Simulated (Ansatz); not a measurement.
# C₂H₁₂BGaOSi₂: basis-set convergence

One table from this session's results is given with a row withheld; the runs are named, their logs left out.

Computed with Ansatz 0.2.0, Gaussian basis. Level: one geometry, several basis sets.

Plan: PBE0-D4/def2-SVP; ωB97M-V/def2-SVP; PBE0-D4/def2-QZVPP; ωB97M-V/def2-QZVPP; the functionals' def2-TZVPP values are taken from earlier runs.

## Structure used throughout

The geometry comes from an earlier relaxation with PBE0-D4 in a triple-zeta def2 set; it is a stationary point, not always the lowest conformer.

SMILES `C[C@@H]([SiH3])B[Si@@H](O)[GaH2]`, 19 atoms, charge 0, spin multiplicity 1.

Atoms are counted from 1 here; the program's logs count them from 0.

Bond lengths: C1–C2 1.528 Å, C1–H8 1.093 Å, C1–H9 1.092 Å, C1–H10 1.093 Å, C2–Si3 1.894 Å, C2–B4 1.546 Å, C2–H11 1.099 Å, Si3–H12 1.482 Å, Si3–H13 1.518 Å, Si3–H14 1.484 Å, B4–Si5 1.985 Å, B4–H15 1.203 Å, Si5–O6 1.663 Å, Si5–Ga7 2.438 Å, Si5–H16 1.496 Å, O6–H17 0.957 Å, Ga7–H18 1.574 Å, Ga7–H19 1.579 Å. Angles: C2–C1–H8 112.3°, C2–C1–H9 110.5°, C2–C1–H10 111.5°, H8–C1–H9 107.9°, H8–C1–H10 107.3°, H9–C1–H10 107.1°, C1–C2–Si3 112.0°, C1–C2–B4 119.5°, C1–C2–H11 112.1°, Si3–C2–B4 98.7°, Si3–C2–H11 101.1°, B4–C2–H11 111.1°, C2–Si3–H12 112.3°, C2–Si3–H13 111.7°, C2–Si3–H14 111.0°, H12–Si3–H13 104.7°, H12–Si3–H14 111.2°, H13–Si3–H14 105.6° and more.

Set-up of the first run:

The input, in.yaml:

```yaml
crystal:
  periodic: [false, false, false]
  atoms:
    - {symbol: C, position_ang: [0.023326, -2.099198, -0.013464]}
    - {symbol: C, position_ang: [1.025451, -1.025044, 0.408212]}
    - {symbol: Si, position_ang: [1.700286, -0.063012, -1.077651]}
    - {symbol: B, position_ang: [0.545328, 0.170237, 1.262784]}
    - {symbol: Si, position_ang: [-1.318875, 0.846924, 1.177535]}
    - {symbol: O, position_ang: [-1.550995, 2.113481, 2.230009]}
    - {symbol: Ga, position_ang: [-1.261237, 1.418628, -1.191390]}
    - {symbol: H, position_ang: [0.461148, -2.830426, -0.697311]}
    - {symbol: H, position_ang: [-0.349760, -2.638386, 0.860345]}
    - {symbol: H, position_ang: [-0.843479, -1.661987, -0.516407]}
    - {symbol: H, position_ang: [1.948974, -1.458624, 0.816974]}
    - {symbol: H, position_ang: [3.014277, 0.561326, -0.794807]}
    - {symbol: H, position_ang: [0.796557, 1.096908, -1.453030]}
    - {symbol: H, position_ang: [1.764809, -0.924506, -2.284020]}
    - {symbol: H, position_ang: [1.383917, 0.874395, 1.760693]}
    - {symbol: H, position_ang: [-2.371563, -0.196276, 1.379721]}
    - {symbol: H, position_ang: [-2.328071, 2.654913, 2.090135]}
    - {symbol: H, position_ang: [-1.056215, 2.884817, -1.726167]}
    - {symbol: H, position_ang: [-1.583878, 0.275830, -2.232173]}
basis:
  gaussian: {orbitals: def2-SVP}
hamiltonian: {xc: pbe0, dispersion: d4}
output: {orbitals: {seedname: orbitals}}
```

Launch:

```
ansatz run in.yaml --threads 2 --pin off --events-out ev --progress --plain --max-ram 22528MiB --backend cpu
```

Among the steps run: PBE0-D4 in def2-SVP; ωB97M-V in def2-SVP; PBE0-D4 in def2-QZVPP; ωB97M-V in def2-QZVPP.

One table of the session follows, with a row left open; its other results are not shown here.

It belongs to the step «Density functionals: the series». 

| functional | basis | HOMO (eV) | LUMO (eV) |
| --- | --- | --- | --- |
| PBE0-D4 | def2-SVP | -6.51 | -1.91 |
| PBE0-D4 | def2-TZVPP | -6.56 | -1.98 |
| PBE0-D4 | def2-QZVPP | -6.57 | -2.00 |
| ωB97M-V | def2-SVP | -8.45 | -0.05 |
| ωB97M-V | def2-TZVPP | ? | ? |
| ωB97M-V | def2-QZVPP | -8.54 | -0.25 |

Q: Estimate the row for ωB97M-V, def2-TZVPP from the others.

The run gave: HOMO (eV): -8.53; LUMO (eV): -0.19. In the column «HOMO (eV)» it lies between ωB97M-V, def2-QZVPP (-8.54) and ωB97M-V, def2-SVP (-8.45).
